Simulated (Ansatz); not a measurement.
# CTa: the cost of one run

Method: def2-QZVPP, core rule «outside noble gas», up to 5 orbitals frozen; program: Ansatz 0.2.0, Gaussian basis.

The runs, in order: UHF; ROHF; CCSD(T) on UHF.

### 1 What is computed

The geometry is a PBE0/def2-TZVP stationary point (not a proven minimum) of the parent state, kept for this charge and spin. No spin-orbit coupling is included. Elements past krypton take def2 core potentials.

2 atoms, charge 1, spin multiplicity 5.

Atoms are counted from 1 here; the program's logs count them from 0.

Bond lengths: Ta1–C2 1.984 Å.

### 2 UHF

Contents of in.yaml:

```yaml
crystal:
  periodic: [false, false, false]
  atoms:
    - {symbol: Ta, position_ang: [0.000000, 0.000000, 0.000000]}
    - {symbol: C, position_ang: [0.000000, 0.000000, 1.983800]}
basis:
  gaussian: {orbitals: "def2-QZVPP.json"}
total_charge: 1
magnetization: {spin_polarized: true, initial_magnetization: 4}
hamiltonian: {xc: hf}
output: {orbitals: {seedname: orbitals}}
```

Started as:

```bash
> ansatz run in.yaml --threads 1 --pin off --events-out ev --progress --plain --max-ram 4096MiB --backend cpu
```

**Question.** How long does this run take on 1 thread of AMD EPYC 7R13, shared host, and how much memory does it need?

About 27 s, with a peak of 0.3 GiB.
